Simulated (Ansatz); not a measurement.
# FZr: the cost of one run

Computed with Ansatz 0.2.0, Gaussian basis. Level: def2-QZVPP, core rule «outside noble gas», up to 5 orbitals frozen.

To be run: UHF; ROHF; CCSD(T) on UHF.

## 1. The geometry

The geometry is a PBE0/def2-TZVP stationary point (not a proven minimum) of the parent state, kept for this charge and spin. No spin-orbit coupling is included. Elements past krypton take def2 core potentials.

2 atoms, charge 1, spin multiplicity 5.

Atoms are counted from 1 here; the program's logs count them from 0.

Bond lengths: Zr1–F2 1.889 Å.

## 2. UHF

The input, in.yaml:

```yaml
crystal:
  periodic: [false, false, false]
  atoms:
    - {symbol: Zr, position_ang: [0.000000, 0.000000, 0.000000]}
    - {symbol: F, position_ang: [0.000000, 0.000000, 1.888800]}
basis:
  gaussian: {orbitals: "def2-QZVPP.json"}
total_charge: 1
magnetization: {spin_polarized: true, initial_magnetization: 4}
hamiltonian: {xc: hf}
output: {orbitals: {seedname: orbitals}}
```

Started as:

```bash
ansatz run in.yaml --threads 1 --pin off --events-out ev --progress --plain --max-ram 3968MiB --backend cpu
```

Q: Estimate wall time and peak memory on 1 thread of AMD EPYC 7R13, shared host.

About 19 s, with a peak of 0.31 GiB.
